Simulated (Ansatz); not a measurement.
**CH7AlBN: how energies converge with the basis set**

How large a basis does CH7AlBN need? Two functionals are run in growing sets.

Computed with Ansatz 0.2.0, Gaussian basis. Level: one geometry, several basis sets.

Levels to be run: PBE0-D4/def2-SVP; ωB97M-V/def2-SVP; PBE0-D4/def2-QZVPP; ωB97M-V/def2-QZVPP; the functionals' def2-TZVPP values are taken from earlier runs.

### 1 The geometry

The geometry comes from an earlier relaxation with PBE0-D4 in a triple-zeta def2 set; it is a stationary point, not always the lowest conformer.

SMILES `CB[NH][AlH2]`, 11 atoms, charge 0, spin multiplicity 1.

Atoms are counted from 1 here; the program's logs count them from 0.

Bond lengths: C1–B2 1.560 Å, C1–H5 1.095 Å, C1–H6 1.095 Å, C1–H7 1.092 Å, B2–N3 1.374 Å, B2–H8 1.272 Å, N3–Al4 1.828 Å, N3–H9 1.005 Å, Al4–H10 1.584 Å, Al4–H11 1.584 Å. Angles: B2–C1–H5 110.7°, B2–C1–H6 110.7°, B2–C1–H7 112.5°, H5–C1–H6 106.1°, H5–C1–H7 108.3°, H6–C1–H7 108.3°, C1–B2–N3 134.5°, C1–B2–H8 115.7°, N3–B2–H8 109.9°, B2–N3–Al4 91.2°, B2–N3–H9 124.7°, Al4–N3–H9 144.1°, N3–Al4–H10 118.7°, N3–Al4–H11 118.7°, H10–Al4–H11 121.6°.

### 2 PBE0-D4 in def2-SVP

in.yaml reads:

```yaml
crystal:
  periodic: [false, false, false]
  atoms:
    - {symbol: C, position_ang: [-0.652312, 1.698608, 0.176539]}
    - {symbol: B, position_ang: [-0.098463, 0.248043, 0.027684]}
    - {symbol: N, position_ang: [1.158142, -0.308046, 0.037796]}
    - {symbol: Al, position_ang: [0.463243, -1.978600, -0.220007]}
    - {symbol: H, position_ang: [-1.345902, 1.763601, 1.020820]}
    - {symbol: H, position_ang: [-1.225601, 1.986323, -0.710466]}
    - {symbol: H, position_ang: [0.140228, 2.435118, 0.326169]}
    - {symbol: H, position_ang: [-0.971730, -0.660477, -0.144580]}
    - {symbol: H, position_ang: [2.011413, 0.208320, 0.158764]}
    - {symbol: H, position_ang: [0.381144, -2.550249, -1.695464]}
    - {symbol: H, position_ang: [0.205238, -2.899540, 1.043243]}
basis:
  gaussian: {orbitals: def2-SVP}
hamiltonian: {xc: pbe0, dispersion: d4}
output: {orbitals: {seedname: orbitals}}
```

Command:

```
$ ansatz run in.yaml --threads 2 --pin off --events-out ev --progress --plain --max-ram 4352MiB
```

Log:

```text
Functional definition: PBE0
  name "PBE0"
  cite "Adamo & Barone, J. Chem. Phys. 110, 6158 (1999) doi:10.1063/1.478522"
  cite "Perdew, Burke & Ernzerhof, Phys. Rev. Lett. 77, 3865 (1996) doi:10.1103/PhysRevLett.77.3865"
  parent pbe
  parameter a = 0.25
  parameter kappa = 0.804
  parameter beta = 0.06672455060314922
  exchange = (1 - a)*pbe_x(kappa = kappa, mu = beta*pi^2/3) + a*exact_x
  correlation = pbe_c(beta = beta)
1116 factors; their error is unknown
mean field evaluation 1: about -9895.9407 eV, gradient 6.1e1 eV
mean field evaluation 2: about -9887.6751 eV, gradient 8.2e1 eV
mean field evaluation 4: about -9904.1009 eV, gradient 4.3e0 eV
mean field evaluation 8: about -9904.1448 eV, gradient 2.4e-2 eV
mean field evaluation 16: about -9904.2402 eV, gradient 3.2e-5 eV
mean field -9904.24023355 eV, -363.9741152477 hartree, gradient 3.2e-5 eV, S^2 0.000000; 0 other end points of the search recorded, 0 dependent functions left out
reference -9904.24026621 eV, -363.9741164479 hartree; 19, 19 occupied and 76, 76 virtual orbitals, 1116 factors
Total energy: -9904.39829255 eV, -363.9799238088 hartree
```

Run time: 1.3 s. Hardware: 2 threads of Arm Neoverse V2, shared host.

### 3 ωB97M-V in def2-SVP

Changes to in.yaml since step 2:

```diff
@@ -16,3 +16,3 @@
   gaussian: {orbitals: def2-SVP}
-hamiltonian: {xc: pbe0, dispersion: d4}
+hamiltonian: {xc: {name: wB97M-V}}
 output: {orbitals: {seedname: orbitals}}
```

Same command.

Log:

```text
Functional definition: wB97M-V
  name "wB97M-V"
  cite "Mardirossian & Head-Gordon, J. Chem. Phys. 144, 214110 (2016) doi:10.1063/1.4952647"
  cite "Becke, J. Chem. Phys. 107, 8554 (1997) doi:10.1063/1.475007"
  cite "Vydrov & Van Voorhis, J. Chem. Phys. 133, 244103 (2010) doi:10.1063/1.3521275"
  # Of w^i u^j: cxij and so on, Table III.
  parameter omega = 0.3/bohr
  parameter cx = 0.15
  parameter cx01 = 1.007
  parameter cx10 = 0.259
  parameter css00 = 0.443
  parameter css04 = -1.437
  parameter css10 = -4.535
  parameter css20 = -3.390
  parameter css43 = 4.278
  parameter cos00 = 1.000
  parameter cos10 = 1.358
  parameter cos20 = 2.924
  parameter cos21 = -8.812
  parameter cos60 = -1.390
  parameter cos61 = 9.142
  parameter b = 6.0
  parameter c = 0.01
  gx(w, u) = 1 - cx + cx01*u + cx10*w
  gss(w, u) = css00 + css04*u^4 + css10*w + css20*w^2 + css43*w^4*u^3
  gos(w, u) = cos00 + cos10*w + (cos20 + cos21*u)*w^2 + (cos60 + cos61*u)*w^6
  exchange = spin_sum(e_x_unif_sr(omega)*gx(b97_w, b97_u_x)) + cx*exact_x_sr(omega) + exact_x_lr(omega)
  correlation = spin_sum(e_c_pw_mod_same_spin*gss(b97_w, b97_u_same))
      + integral(e_c_pw_mod_opposite_spin*gos(b97_w_opposite, b97_u_opposite)) + vv10(b, c)
1097 factors; their error is unknown
311 factors; integrals over basis functions are off by at most 1.1e-5 eV
mean field evaluation 1: about -9903.3514 eV, gradient 5.1e1 eV
mean field evaluation 2: about -9904.0916 eV, gradient 4.9e1 eV
mean field evaluation 4: about -9909.0419 eV, gradient 2.0e0 eV
mean field evaluation 8: about -9909.0562 eV, gradient 7.4e-2 eV
mean field evaluation 16: about -9909.0951 eV, gradient 1.9e-5 eV
mean field -9909.09510850 eV, -364.1525286116 hartree, gradient 1.9e-5 eV, S^2 0.000000; 0 other end points of the search recorded, 0 dependent functions left out
reference -9909.09515967 eV, -364.1525304919 hartree; 19, 19 occupied and 76, 76 virtual orbitals, 1097 factors
Total energy: -9909.09515967 eV, -364.1525304919 hartree
```

It took 6 s on 2 threads of Arm Neoverse V2, shared host.

### 4 PBE0-D4 in def2-QZVPP

Changes to in.yaml since step 3:

```diff
@@ -15,4 +15,4 @@
 basis:
-  gaussian: {orbitals: def2-SVP}
-hamiltonian: {xc: {name: wB97M-V}}
+  gaussian: {orbitals: "def2-QZVPP.json"}
+hamiltonian: {xc: pbe0, dispersion: d4}
 output: {orbitals: {seedname: orbitals}}
```

Same command.

Log:

```text
Functional definition: PBE0
  name "PBE0"
  cite "Adamo & Barone, J. Chem. Phys. 110, 6158 (1999) doi:10.1063/1.478522"
  cite "Perdew, Burke & Ernzerhof, Phys. Rev. Lett. 77, 3865 (1996) doi:10.1103/PhysRevLett.77.3865"
  parent pbe
  parameter a = 0.25
  parameter kappa = 0.804
  parameter beta = 0.06672455060314922
  exchange = (1 - a)*pbe_x(kappa = kappa, mu = beta*pi^2/3) + a*exact_x
  correlation = pbe_c(beta = beta)
1394 factors; their error is unknown
mean field evaluation 1: about -9898.9961 eV, gradient 7.5e1 eV
mean field evaluation 2: about -9885.1394 eV, gradient 1.0e2 eV
mean field evaluation 4: about -9910.5029 eV, gradient 7.6e0 eV
mean field evaluation 8: about -9910.6320 eV, gradient 5.9e-2 eV
mean field evaluation 16: about -9910.6370 eV, gradient 2.4e-5 eV
mean field -9910.63703175 eV, -364.2091932458 hartree, gradient 2.4e-5 eV, S^2 0.000000; 0 other end points of the search recorded, 0 dependent functions left out
reference -9910.63707851 eV, -364.2091949642 hartree; 19, 19 occupied and 432, 432 virtual orbitals, 1394 factors
Total energy: -9910.79510485 eV, -364.2150023250 hartree
```

Wall time 11 s (2 threads of Arm Neoverse V2, shared host); peak memory 1.2 GiB.

### 5 ωB97M-V in def2-QZVPP

Changes to in.yaml since step 4:

```diff
@@ -16,3 +16,3 @@
   gaussian: {orbitals: "def2-QZVPP.json"}
-hamiltonian: {xc: pbe0, dispersion: d4}
+hamiltonian: {xc: {name: wB97M-V}}
 output: {orbitals: {seedname: orbitals}}
```

Launched as before.

Log:

```text
Functional definition: wB97M-V
  name "wB97M-V"
  cite "Mardirossian & Head-Gordon, J. Chem. Phys. 144, 214110 (2016) doi:10.1063/1.4952647"
  cite "Becke, J. Chem. Phys. 107, 8554 (1997) doi:10.1063/1.475007"
  cite "Vydrov & Van Voorhis, J. Chem. Phys. 133, 244103 (2010) doi:10.1063/1.3521275"
  # Of w^i u^j: cxij and so on, Table III.
  parameter omega = 0.3/bohr
  parameter cx = 0.15
  parameter cx01 = 1.007
  parameter cx10 = 0.259
  parameter css00 = 0.443
  parameter css04 = -1.437
  parameter css10 = -4.535
  parameter css20 = -3.390
  parameter css43 = 4.278
  parameter cos00 = 1.000
  parameter cos10 = 1.358
  parameter cos20 = 2.924
  parameter cos21 = -8.812
  parameter cos60 = -1.390
  parameter cos61 = 9.142
  parameter b = 6.0
  parameter c = 0.01
  gx(w, u) = 1 - cx + cx01*u + cx10*w
  gss(w, u) = css00 + css04*u^4 + css10*w + css20*w^2 + css43*w^4*u^3
  gos(w, u) = cos00 + cos10*w + (cos20 + cos21*u)*w^2 + (cos60 + cos61*u)*w^6
  exchange = spin_sum(e_x_unif_sr(omega)*gx(b97_w, b97_u_x)) + cx*exact_x_sr(omega) + exact_x_lr(omega)
  correlation = spin_sum(e_c_pw_mod_same_spin*gss(b97_w, b97_u_same))
      + integral(e_c_pw_mod_opposite_spin*gos(b97_w_opposite, b97_u_opposite)) + vv10(b, c)
1351 factors; their error is unknown
412 factors; integrals over basis functions are off by at most 1.3e-5 eV
mean field evaluation 1: about -9907.4922 eV, gradient 6.4e1 eV
mean field evaluation 2: about -9908.2093 eV, gradient 6.1e1 eV
mean field evaluation 4: about -9915.6455 eV, gradient 2.8e0 eV
mean field evaluation 8: about -9915.6686 eV, gradient 9.7e-2 eV
mean field evaluation 16: about -9915.6677 eV, gradient 4.3e-5 eV
mean field -9915.66767959 eV, -364.3940661440 hartree, gradient 4.3e-5 eV, S^2 0.000000; 0 other end points of the search recorded, 0 dependent functions left out
reference -9915.66775563 eV, -364.3940689386 hartree; 19, 19 occupied and 432, 432 virtual orbitals, 1351 factors
Total energy: -9915.66775563 eV, -364.3940689386 hartree
```

It took 27 s on 2 threads of Arm Neoverse V2, shared host; peak memory 1.6 GiB.

### 6 Functionals by basis

The def2-TZVPP values come from earlier runs at the same geometry.

| functional | basis | functions | energy (eV) | from the largest (eV) | HOMO (eV) | LUMO (eV) |
| --- | --- | --- | --- | --- | --- | --- |
| PBE0-D4 | def2-SVP | 95 | -9904.3983 | 6.397 | -7.63 | -0.16 |
| PBE0-D4 | def2-TZVPP | 233 | -9910.3772 | 0.418 | -7.69 | -0.31 |
| PBE0-D4 | def2-QZVPP | 451 | -9910.7951 | 0.000 | -7.70 | -0.42 |
| ωB97M-V | def2-SVP | 95 | -9909.0952 | 6.573 | -9.81 | 1.52 |
| ωB97M-V | def2-TZVPP | 233 | -9915.2696 | 0.398 | -9.92 | 1.19 |
| ωB97M-V | def2-QZVPP | 451 | -9915.6678 | 0.000 | -9.93 | 0.77 |

### 7 What came out

```
                                       quantity          value
PBE0-D4: double and triple zeta above quadruple  6.40, 0.42 eV
ωB97M-V: double and triple zeta above quadruple  6.57, 0.40 eV
```

**Reading.** PBE0-D4 gains 5.98 eV from double to triple zeta, then 0.42 eV more. Total energies overstate the basis error of differences, where much of it tends to cancel. The LUMO of ωB97M-V is positive and keeps falling with the basis (1.52 to 0.77 eV): an unbound level that the basis holds in place.

For PBE0-D4 the largest set took about 8 times as long as the smallest (11 s against 1.3 s).
